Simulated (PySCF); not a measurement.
# C₄H₆Br₂: a tour of settings

Aim: see how C₄H₆Br₂ (`Br[C@H]1C[C@H](Br)C1`) answers to the choice of functional, basis, grid and SCF options.

The runs use PySCF 2.14.0, with density-fitted response routines of our own; the level of theory stands in each step. All values are computed, except where a source is named. Atoms count from 0, in the outputs and in this text.

### Step 1. Starting geometry

12 atoms, charge 0, multiplicity 1; geometry from: GFN2-xTB.

Bonds of the start (Å): Br0–C1 1.96, C1–C2 1.53, C2–C3 1.53, C3–Br4 1.95, C3–C5 1.53, C5–C1 1.53, C1–H6 1.09, C2–H7 1.09, C2–H8 1.09, C3–H9 1.09, C5–H10 1.09, C5–H11 1.09.

### Step 2. NMR shieldings: PBE0/pcSseg-1

The job: settings as JSON, then the geometry in Å.

```
{"job": {"kind": "nmr", "xc": "PBE0", "basis": "pcSseg-1"}, "charge": 0, "multiplicity": 1}
Br     2.208687     1.490094     0.085101
C      1.078541    -0.086828    -0.174344
C      0.147967    -0.364548     1.011847
C     -1.016838     0.197806     0.190878
Br    -2.628703    -0.904471     0.123070
C     -0.139680     0.183314    -1.065167
H      1.748341    -0.888550    -0.478510
H      0.054617    -1.429651     1.218941
H      0.369442     0.158692     1.940026
H     -1.341061     1.190618     0.497613
H     -0.353537    -0.651868    -1.730983
H     -0.126577     1.104708    -1.644500
```

Method: GIAO PBE0/pcSseg-1 NMR shielding, non-relativistic, gas phase.

The run is started by

```
$ OMP_NUM_THREADS=1 python probes_run.py task.json out
```

One launch serves the whole session: the jobs run in the order shown.

Standard output:

```text
coarse grid: 50216 points
cycle   1  E = -5302.9395492214  dE = -1.735e+00  |g| = 9.727e-01  |ddm| = 3.306e+00
cycle   2  E = -5302.9495279869  dE = -9.979e-03  |g| = 4.987e-01  |ddm| = 5.082e-01
cycle   3  E = -5302.9686029262  dE = -1.907e-02  |g| = 1.527e-01  |ddm| = 3.307e-01
cycle   4  E = -5302.9731097794  dE = -4.507e-03  |g| = 4.442e-02  |ddm| = 1.360e-01
cycle   5  E = -5302.9734833546  dE = -3.736e-04  |g| = 1.026e-02  |ddm| = 3.934e-02
cycle   6  E = -5302.9735096271  dE = -2.627e-05  |g| = 1.814e-03  |ddm| = 1.270e-02
cycle   7  E = -5302.9735104283  dE = -8.012e-07  |g| = 4.434e-04  |ddm| = 2.041e-03
final grid: 103216 points
cycle   8  E = -5302.9734658051  dE = -6.133e-08  |g| = 4.748e-04  |ddm| = 1.887e-03
cycle   9  E = -5302.9734658067  dE = -1.654e-09  |g| = 4.947e-04  |ddm| = 8.252e-04
cycle  10  E = -5302.9734658342  dE = -2.752e-08  |g| = 3.701e-05  |ddm| = 3.595e-04
cycle  11  E = -5302.9734658345  dE = -2.929e-10  |g| = 1.237e-05  |ddm| = 4.188e-05
converged SCF energy = -5302.9734658345

GIAO shielding tensors (ppm)
atom      isotropic    diamagn.    paramagn.     s11        s22        s33       span
  0 Br    2071.025    3122.148   -1051.124   1441.937   1812.359   2958.779   1516.842
  1 C      133.135     246.638    -113.503     99.920    134.880    164.605     64.685
  2 C      135.481     245.915    -110.434    110.488    120.996    174.958     64.470
  3 C      132.863     245.459    -112.596     96.447    134.603    167.539     71.092
  4 Br    2090.875    3121.090   -1030.215   1606.954   1702.760   2962.912   1355.958
  5 C      135.426     245.929    -110.502    110.425    120.951    174.903     64.478
  6 H       27.128      28.975      -1.848     20.057     28.085     33.242     13.185
  7 H       28.505      28.827      -0.322     24.071     29.627     31.818      7.747
  8 H       28.596      28.756      -0.161     23.883     29.230     32.674      8.791
  9 H       26.722      28.475      -1.754     19.997     27.262     32.906     12.909
 10 H       28.498      28.821      -0.323     24.065     29.619     31.810      7.745
 11 H       28.589      28.753      -0.163     23.876     29.228     32.665      8.789
```

It took 32 s on 1 thread of Arm Neoverse V1, shared host; peak memory 0.8 GiB.

Shifts follow as δ = σ(reference) − σ, with reference shieldings (ppm) from runs at the same level and on the same kind of geometry: ¹H TMS 31.72, ¹³C TMS 186.9, ⁷⁹Br HBr 2622. The references are single molecules in the gas phase. Atoms listed in one row are averaged.

```tsv
atoms	environment	σ (ppm)	δ (ppm)	δ scaled to CDCl3
C1, C3	sp3 CH bonded to Br	133.0	53.9	35.9
C2, C5	sp3 CH2 in a ring	135.5	51.5	48.3
H6, H9	hydrogen on an sp3 CH bonded to Br	26.92	4.79	4.62
H7, H8, H10, H11	hydrogen on an sp3 CH2 in a ring	28.55	3.17	3.09
Br0, Br4	bromine bonded to C	2081	541	–
```

The scaled column applies a straight-line fit of computed shieldings to shifts measured in CDCl3, with any fitted terms for Cl, Br or S neighbours (root-mean-square error 0.16 ppm for H, 1.9 ppm for C).

Charges from the same density, by scheme (e):

```tsv
atoms	Mulliken	IAO	Hirshfeld	ESP fit
Br0, Br4	-0.13	-0.08	-0.06	-0.10
C1, C3	-0.31	-0.14	0.00	-0.43
C2, C5	-0.01	-0.27	-0.08	0.19
```

Mayer bond orders: Br0–C1 1.00, C1–C2 0.96, C2–C3 0.95, C3–Br4 1.00, C3–C5 0.95, C5–C1 0.96.

Ring of atoms C1, C2, C3, C5: NICS(0) 0.6, NICS(1) -0.2, NICS(1)zz 4.0 ppm (means of both faces).

The fields below are evaluated on a grid from the run's orbitals.

Frontier orbitals at PBE0/pcSseg-1, with the share of their density that lies nearest to each atom:

```tsv
orbital	energy (eV)	lies on
HOMO	-7.85	Br4 46 %; Br0 34 %
LUMO	-0.34	Br0 32 %; C1 23 %; Br4 8 %
```

ELF in a plane through or near 4 of the atoms.

Values, 10 rows by 14 columns:
```
0.00 0.00 0.00 0.00 0.00 0.00 0.00 0.00 0.00 0.00 0.00 0.00 0.00 0.00
0.00 0.00 0.00 0.00 0.00 0.00 0.00 0.00 0.00 0.00 0.00 0.00 0.00 0.00
0.00 0.00 0.00 0.00 0.00 0.01 0.15 0.15 0.06 0.00 0.01 0.01 0.00 0.00
0.00 0.00 0.03 0.13 0.03 0.04 0.46 0.74 0.41 0.03 0.63 0.64 0.16 0.00
0.00 0.01 0.45 0.54 0.19 0.51 0.94 0.39 0.52 0.44 0.37 0.73 0.47 0.04
0.00 0.02 0.53 0.60 0.29 0.35 0.64 0.29 0.52 0.67 0.74 0.23 0.50 0.06
0.00 0.00 0.20 0.35 0.09 0.15 0.53 0.18 0.37 0.11 0.83 0.83 0.36 0.01
0.00 0.00 0.00 0.01 0.00 0.02 0.35 0.49 0.23 0.01 0.25 0.27 0.01 0.00
0.00 0.00 0.00 0.00 0.00 0.00 0.05 0.04 0.01 0.00 0.00 0.00 0.00 0.00
0.00 0.00 0.00 0.00 0.00 0.00 0.00 0.00 0.00 0.00 0.00 0.00 0.00 0.00
```
The map spans 10.7 Å across and 8.9 Å up, centred on the molecule. Atoms in the plane (x, y in Å): C1 (-1.0, 0.0), C2 (0.0, 1.1), Br4 (2.8, 0.0), C5 (0.0, -1.1).

On the surface of density 0.002 e/bohr³ the electrostatic potential runs, from the 1st to the 99th percentile, from -0.58 V near Br4 to 1.13 V near H6.

### Step 3. Excited states and response: PBE0/def2-SVPD

The job, as its differences from that of step 2:

```diff
@@ -1,2 +1,2 @@
-{"job": {"kind": "nmr", "xc": "PBE0", "basis": "pcSseg-1"}, "charge": 0, "multiplicity": 1}
+{"job": {"kind": "uv", "xc": "PBE0", "basis": "def2-SVPD", "nstates": 6, "ntriplets": 2}, "charge": 0, "multiplicity": 1}
 Br     2.208687     1.490094     0.085101
```

Method: TDDFT PBE0/def2-SVPD, vertical, gas phase, core orbitals frozen in the response.

Standard output:

```text
coarse grid: 50216 points
cycle   1  E = -5302.8063022285  dE = -1.499e+00  |g| = 2.815e-01  |ddm| = 6.324e+00
cycle   2  E = -5302.8066639318  dE = -3.617e-04  |g| = 2.798e-01  |ddm| = 1.554e+00
cycle   3  E = -5302.8255450763  dE = -1.888e-02  |g| = 6.459e-02  |ddm| = 6.850e-01
cycle   4  E = -5302.8263411993  dE = -7.961e-04  |g| = 2.308e-02  |ddm| = 1.947e-01
cycle   5  E = -5302.8264681724  dE = -1.270e-04  |g| = 6.418e-03  |ddm| = 8.975e-02
cycle   6  E = -5302.8264799562  dE = -1.178e-05  |g| = 8.819e-04  |ddm| = 1.436e-02
cycle   7  E = -5302.8264801547  dE = -1.985e-07  |g| = 2.057e-04  |ddm| = 2.753e-03
final grid: 103216 points
cycle   8  E = -5302.8264399679  dE = -8.810e-08  |g| = 2.166e-04  |ddm| = 1.135e-02
cycle   9  E = -5302.8264399650  dE =  2.927e-09  |g| = 2.418e-04  |ddm| = 1.422e-03
cycle  10  E = -5302.8264399774  dE = -1.238e-08  |g| = 4.368e-05  |ddm| = 7.060e-04
cycle  11  E = -5302.8264399778  dE = -4.675e-10  |g| = 7.743e-06  |ddm| = 1.081e-04
converged SCF energy = -5302.8264399778

Static polarisability (au): isotropic 89.852, principal 73.368 76.987 119.202

Singlet excitations
state   eV       nm        f      main configurations
  1   5.9398    208.7   0.00029   H->L 0.74, H-3->L 0.12, H-3->L+1 0.10
  2   5.9636    207.9   0.00014   H-1->L 0.70, H-2->L 0.17, H-2->L+1 0.12
  3   5.9931    206.9   0.00167   H->L+1 0.74, H-3->L 0.17
  4   6.0074    206.4   0.00020   H-1->L+1 0.74, H-2->L 0.12, H-2->L+1 0.12
  5   6.7402    183.9   0.00031   H-2->L 0.59, H-1->L 0.25, H-2->L+1 0.09
  6   6.7705    183.1   0.00270   H-2->L+1 0.65, H-1->L+1 0.20, H-2->L 0.09

Triplet excitations (Tamm-Dancoff, eV): 5.3240 5.3538
```

It took 42 s on 1 thread of Arm Neoverse V1, shared host; peak memory 0.88 GiB.

Frontier orbitals and where they lie:

```tsv
orbital	eV	atoms
HOMO−3	-8.34	Br0 48 %, Br4 37 %, C1 6 %
HOMO−2	-8.28	Br0 43 %, Br4 36 %, C3 5 %
HOMO−1	-7.93	Br4 44 %, Br0 38 %, C3 4 %
HOMO	-7.91	Br4 44 %, Br0 33 %, C3 6 %
LUMO	-0.53	Br0 45 %, C1 23 %, Br4 6 %
LUMO+1	-0.47	Br4 45 %, C3 21 %, Br0 10 %
LUMO+2	0.71	Br4 26 %, Br0 23 %, H9 12 %
```

With each of the 6 states as a Gaussian band of 0.4 eV half-width at 1/e, the curve within the window shown has maxima at 206 nm (ε 96), 183 nm (ε 120) L/(mol cm). Beyond the last state computed it falls off for lack of states. The curve at chosen wavelengths:

```json
{"nm": "175", "ε (L/mol/cm)": "69"}
{"nm": "177", "ε (L/mol/cm)": "89"}
{"nm": "179", "ε (L/mol/cm)": "107"}
{"nm": "182", "ε (L/mol/cm)": "123"}
{"nm": "184", "ε (L/mol/cm)": "124"}
{"nm": "186", "ε (L/mol/cm)": "118"}
{"nm": "188", "ε (L/mol/cm)": "109"}
{"nm": "191", "ε (L/mol/cm)": "93"}
{"nm": "193", "ε (L/mol/cm)": "85"}
{"nm": "195", "ε (L/mol/cm)": "82"}
{"nm": "197", "ε (L/mol/cm)": "82"}
{"nm": "200", "ε (L/mol/cm)": "87"}
{"nm": "202", "ε (L/mol/cm)": "91"}
{"nm": "204", "ε (L/mol/cm)": "95"}
{"nm": "206", "ε (L/mol/cm)": "96"}
{"nm": "209", "ε (L/mol/cm)": "92"}
{"nm": "211", "ε (L/mol/cm)": "86"}
{"nm": "213", "ε (L/mol/cm)": "77"}
{"nm": "215", "ε (L/mol/cm)": "67"}
{"nm": "218", "ε (L/mol/cm)": "52"}
{"nm": "220", "ε (L/mol/cm)": "42"}
{"nm": "222", "ε (L/mol/cm)": "33"}
{"nm": "224", "ε (L/mol/cm)": "25"}
{"nm": "227", "ε (L/mol/cm)": "16"}
{"nm": "229", "ε (L/mol/cm)": "11"}
{"nm": "231", "ε (L/mol/cm)": "8"}
```

Leading natural transition orbitals of singlet state 6: the hole lies on Br0 76 %; the particle on Br4 40 %; C3 24 %; 4 H atoms about 6 % each.

Leading natural transition orbitals of singlet state 1: the hole lies on Br0 64 %; Br4 17 %; the particle on Br0 40 %; C1 25 %; Br4 6 %.

Ground-state properties from the same run:

```tsv
property	computed
dipole moment (D)	0.76
polarisability (Å³)	13.31
HOMO–LUMO gap (eV)	7.38
−ε(HOMO) (eV)	7.91
```

### Step 4. Nuclear shieldings: X3LYP/pcSseg-1

The job, as its differences from that of step 3:

```diff
@@ -1,2 +1,2 @@
-{"job": {"kind": "uv", "xc": "PBE0", "basis": "def2-SVPD", "nstates": 6, "ntriplets": 2}, "charge": 0, "multiplicity": 1}
+{"job": {"kind": "nmr", "xc": "X3LYP", "basis": "pcSseg-1", "pop": false, "grid": 3}, "charge": 0, "multiplicity": 1}
 Br     2.208687     1.490094     0.085101
```

With the program's defaults for keys left out, this is: GIAO X3LYP/pcSseg-1 NMR shielding, non-relativistic, gas phase.

Standard output:

```text
coarse grid: 50216 points
cycle   1  E = -5303.4870715173  dE = -1.752e+00  |g| = 1.019e+00  |ddm| = 3.311e+00
cycle   2  E = -5303.4963531814  dE = -9.282e-03  |g| = 5.530e-01  |ddm| = 5.362e-01
cycle   3  E = -5303.5199828995  dE = -2.363e-02  |g| = 1.665e-01  |ddm| = 3.548e-01
cycle   4  E = -5303.5252357027  dE = -5.253e-03  |g| = 3.657e-02  |ddm| = 1.445e-01
cycle   5  E = -5303.5255061442  dE = -2.704e-04  |g| = 4.269e-03  |ddm| = 2.619e-02
cycle   6  E = -5303.5255089474  dE = -2.803e-06  |g| = 1.292e-03  |ddm| = 6.427e-03
final grid: 156168 points
cycle   7  E = -5303.5254362346  dE =  6.168e-07  |g| = 2.168e-03  |ddm| = 4.380e-03
cycle   8  E = -5303.5254339900  dE =  2.245e-06  |g| = 3.750e-03  |ddm| = 5.767e-03
cycle   9  E = -5303.5254373396  dE = -3.350e-06  |g| = 1.702e-04  |ddm| = 3.561e-03
cycle  10  E = -5303.5254373445  dE = -4.948e-09  |g| = 2.333e-05  |ddm| = 1.684e-04
cycle  11  E = -5303.5254373447  dE = -1.282e-10  |g| = 9.677e-06  |ddm| = 3.547e-05
converged SCF energy = -5303.5254373447

GIAO shielding tensors (ppm)
atom      isotropic    diamagn.    paramagn.     s11        s22        s33       span
  0 Br    2010.219    3122.383   -1112.164   1346.530   1730.464   2953.664   1607.134
  1 C      126.436     246.472    -120.036     92.475    128.604    158.229     65.754
  2 C      128.689     245.925    -117.236    103.275    113.143    169.648     66.373
  3 C      125.908     245.358    -119.450     88.796    128.266    160.661     71.865
  4 Br    2032.295    3121.294   -1088.999   1523.520   1614.574   2958.792   1435.273
  5 C      128.633     245.938    -117.305    103.207    113.098    169.592     66.386
  6 H       27.219      29.204      -1.984     20.271     28.176     33.211     12.941
  7 H       28.660      29.155      -0.495     24.386     29.846     31.747      7.361
  8 H       28.723      29.021      -0.298     24.157     29.478     32.533      8.376
  9 H       26.825      28.821      -1.997     20.228     27.228     33.018     12.790
 10 H       28.653      29.148      -0.495     24.381     29.838     31.740      7.359
 11 H       28.717      29.016      -0.299     24.150     29.475     32.525      8.375
```

It took 27 s on 1 thread of Arm Neoverse V1, shared host; peak memory 0.91 GiB.

In short: σ C1 126.2, C2 128.7, Br0 2021, H6 27.02, H7 28.69 ppm (means over like atoms).

### Step 5. Nuclear shieldings: WP04/pcseg-1

The job, as its differences from that of step 4:

```diff
@@ -1,2 +1,2 @@
-{"job": {"kind": "nmr", "xc": "X3LYP", "basis": "pcSseg-1", "pop": false, "grid": 3}, "charge": 0, "multiplicity": 1}
+{"job": {"kind": "nmr", "xc": "WP04", "basis": "pcseg-1", "pop": true, "scf": {"conv": 1e-11}, "grid": 1}, "charge": 0, "multiplicity": 1}
 Br     2.208687     1.490094     0.085101
```

With the program's defaults for keys left out, this is: GIAO WP04/pcseg-1 NMR shielding, non-relativistic, gas phase.

Standard output:

```text
final grid: 50216 points
cycle   1  E = -5333.0934429822  dE = -1.675e+00  |g| = 4.154e-01  |ddm| = 3.684e+00
cycle   2  E = -5333.0933791850  dE =  6.380e-05  |g| = 4.303e-01  |ddm| = 1.098e+00
cycle   3  E = -5333.1401385695  dE = -4.676e-02  |g| = 6.526e-02  |ddm| = 4.818e-01
cycle   4  E = -5333.1411907357  dE = -1.052e-03  |g| = 1.471e-02  |ddm| = 1.031e-01
cycle   5  E = -5333.1412325288  dE = -4.179e-05  |g| = 8.624e-03  |ddm| = 2.822e-02
cycle   6  E = -5333.1412525224  dE = -1.999e-05  |g| = 1.979e-03  |ddm| = 1.024e-02
cycle   7  E = -5333.1412534993  dE = -9.769e-07  |g| = 2.189e-04  |ddm| = 2.091e-03
cycle   8  E = -5333.1412535084  dE = -9.092e-09  |g| = 1.234e-04  |ddm| = 3.292e-04
cycle   9  E = -5333.1412535124  dE = -3.954e-09  |g| = 2.432e-05  |ddm| = 1.382e-04
cycle  10  E = -5333.1412535125  dE = -1.419e-10  |g| = 4.352e-06  |ddm| = 3.725e-05
cycle  11  E = -5333.1412535125  dE =  9.095e-12  |g| = 1.017e-06  |ddm| = 8.299e-06
converged SCF energy = -5333.1412535125

GIAO shielding tensors (ppm)
atom      isotropic    diamagn.    paramagn.     s11        s22        s33       span
  0 Br    1974.627    3125.075   -1150.447   1303.199   1647.609   2973.074   1669.875
  1 C      123.177     246.783    -123.607     84.566    126.475    158.489     73.923
  2 C      133.468     248.245    -114.777    108.623    118.999    172.783     64.160
  3 C      122.849     245.671    -122.822     81.942    125.385    161.221     79.279
  4 Br    1993.811    3124.032   -1130.221   1453.022   1551.278   2977.133   1524.111
  5 C      133.439     248.267    -114.829    108.574    119.000    172.743     64.169
  6 H       27.650      29.462      -1.812     21.260     28.332     33.359     12.098
  7 H       29.011      29.402      -0.391     24.766     30.333     31.934      7.168
  8 H       29.074      29.179      -0.104     24.549     29.960     32.714      8.165
  9 H       27.357      29.220      -1.864     21.192     27.438     33.440     12.249
 10 H       29.005      29.398      -0.393     24.760     30.327     31.928      7.168
 11 H       29.067      29.173      -0.106     24.540     29.955     32.706      8.166
```

Run time: 14 s. Hardware: 1 thread of Arm Neoverse V1, shared host; peak memory 0.73 GiB.

Key values: σ C1 123.0, C2 133.5, Br0 1984, H6 27.50, H7 29.04 ppm (means over like atoms).

### Step 6. Nuclear shieldings: WP04/pcSseg-1

The job, as its differences from that of step 5:

```diff
@@ -1,2 +1,2 @@
-{"job": {"kind": "nmr", "xc": "WP04", "basis": "pcseg-1", "pop": true, "scf": {"conv": 1e-11}, "grid": 1}, "charge": 0, "multiplicity": 1}
+{"job": {"kind": "nmr", "xc": "WP04", "basis": "pcSseg-1", "pop": true, "scf": {"guess": "vsap"}}, "charge": 0, "multiplicity": 1}
 Br     2.208687     1.490094     0.085101
```

With the program's defaults for keys left out, this is: GIAO WP04/pcSseg-1 NMR shielding, non-relativistic, gas phase.

Standard output:

```text
final grid: 103216 points
cycle   1  E = -5313.7320648522  dE =  1.655e+01  |g| = 6.908e+00  |ddm| = 2.332e+01
cycle   2  E = -5269.1500945362  dE =  4.458e+01  |g| = 1.399e+01  |ddm| = 2.706e+01
cycle   3  E = -5320.7449207393  dE = -5.159e+01  |g| = 6.002e+00  |ddm| = 1.435e+01
cycle   4  E = -5330.8683797857  dE = -1.012e+01  |g| = 2.091e+00  |ddm| = 8.711e+00
cycle   5  E = -5319.4503901647  dE =  1.142e+01  |g| = 4.862e+00  |ddm| = 1.784e+01
cycle   6  E = -5333.1113480481  dE = -1.366e+01  |g| = 6.687e-01  |ddm| = 1.698e+01
cycle   7  E = -5333.1755386252  dE = -6.419e-02  |g| = 4.611e-01  |ddm| = 9.534e-01
cycle   8  E = -5333.2184103568  dE = -4.287e-02  |g| = 1.483e-01  |ddm| = 4.205e-01
cycle   9  E = -5333.2248502271  dE = -6.440e-03  |g| = 6.754e-02  |ddm| = 2.112e-01
cycle  10  E = -5333.2256611081  dE = -8.109e-04  |g| = 4.055e-02  |ddm| = 6.546e-02
cycle  11  E = -5333.2260921679  dE = -4.311e-04  |g| = 1.329e-02  |ddm| = 4.719e-02
cycle  12  E = -5333.2261504862  dE = -5.832e-05  |g| = 3.440e-03  |ddm| = 2.188e-02
cycle  13  E = -5333.2261529932  dE = -2.507e-06  |g| = 5.614e-04  |ddm| = 4.663e-03
cycle  14  E = -5333.2261530547  dE = -6.142e-08  |g| = 8.546e-05  |ddm| = 6.212e-04
cycle  15  E = -5333.2261530554  dE = -7.494e-10  |g| = 5.192e-05  |ddm| = 1.231e-04
cycle  16  E = -5333.2261530561  dE = -7.167e-10  |g| = 4.865e-06  |ddm| = 5.312e-05
converged SCF energy = -5333.2261530561

GIAO shielding tensors (ppm)
atom      isotropic    diamagn.    paramagn.     s11        s22        s33       span
  0 Br    1949.640    3129.091   -1179.451   1264.635   1604.994   2979.290   1714.654
  1 C      114.653     248.887    -134.234     78.482    116.499    148.979     70.497
  2 C      122.188     248.489    -126.302     97.871    107.768    160.923     63.052
  3 C      114.648     247.767    -133.119     75.358    116.177    152.409     77.051
  4 Br    1970.839    3128.087   -1157.249   1417.100   1513.262   2982.154   1565.054
  5 C      122.127     248.500    -126.373     97.799    107.721    160.861     63.062
  6 H       27.540      29.613      -2.073     21.015     28.256     33.349     12.334
  7 H       28.940      29.652      -0.713     24.704     30.180     31.934      7.230
  8 H       29.014      29.423      -0.409     24.525     29.799     32.718      8.193
  9 H       27.204      29.385      -2.181     20.943     27.388     33.282     12.339
 10 H       28.933      29.643      -0.710     24.698     30.173     31.927      7.229
 11 H       29.008      29.415      -0.407     24.518     29.796     32.709      8.191
```

Wall time 30 s (1 thread of Arm Neoverse V1, shared host); peak memory 0.85 GiB.

Key values: σ C1 114.7, C2 122.2, Br0 1960, H6 27.37, H7 28.97 ppm (means over like atoms).

### Step 7. Side by side: NMR shifts

Shifts (ppm), means over like atoms, with basis size and wall time:

```tsv
run	C1	C2	H6	H7	functions	time
PBE0/pcSseg-1	53.9	51.5	4.79	3.17	180	32 s
X3LYP/pcSseg-1	56.0	53.5	4.79	3.12	180	27 s
WP04/pcseg-1	63.6	53.2	4.58	3.05	140	14 s
WP04/pcSseg-1	60.4	52.9	4.62	3.02	180	30 s
```

### Step 8. Results

| quantity | value |
| --- | --- |
| ¹³C shifts against TMS (PBE0/pcSseg-1, means over atoms taken as alike) | 53.9, 51.5 ppm |
| ¹H shifts against TMS (PBE0/pcSseg-1, means over atoms taken as alike) | 4.79, 3.17 ppm |
| ⁷⁹Br shifts against HBr (PBE0/pcSseg-1, means over atoms taken as alike) | 541 ppm |
| surface potential, 1st and 99th percentile | -0.58 V and 1.13 V |
| lowest singlet (PBE0/def2-SVPD) | 5.94 eV (209 nm), f = 0.000 |
| brightest single state of those computed | state 6, 6.77 eV, f = 0.003 |
| lowest triplet | 5.32 eV |
| range of the shift of C1 | 53.9 to 63.6 ppm |

In words: Single values in the summary come from the first run of each kind that ended normally (PBE0/pcSseg-1; PBE0/def2-SVPD), which need not be the best level. C1, C3 stand next to heavy halogen, whose spin-orbit shielding this run leaves out, so the computed shift lies too far downfield, most of all for carbon beside Br or I. H6, H9 (mean) (hydrogen on an sp3 CH bonded to Br) lies farthest downfield among hydrogen, at 4.79 ppm; its carbon carries Br, which withdraws density. At PBE0/pcSseg-1: The largest span, 1436 ppm, is at Br0, Br4, where the paramagnetic term is -1041 ppm. By nearest atom (PBE0/pcSseg-1), the HOMO sits on Br4 46 %; Br0 34 % and the LUMO on Br0 32 %; C1 23 %. The first singlet state (HOMO→LUMO 0.74, HOMO−3→LUMO 0.12) lies at 5.94 eV and is dark; of the 6 states computed, the strongest absorption comes from state 6 at 6.77 eV (the last computed, so partners may be missing). The lowest triplet lies 0.62 eV below the lowest singlet (triplets in Tamm-Dancoff, singlets in full TDDFT). Among the atoms with a shift in every run: Across the 4 runs the shift of C1 (with its like atoms) moves most, between 53.9 (PBE0/pcSseg-1) and 63.6 ppm (WP04/pcseg-1). Spin-orbit coupling is left out, which matters for shieldings and couplings at and beside the heavy atoms.
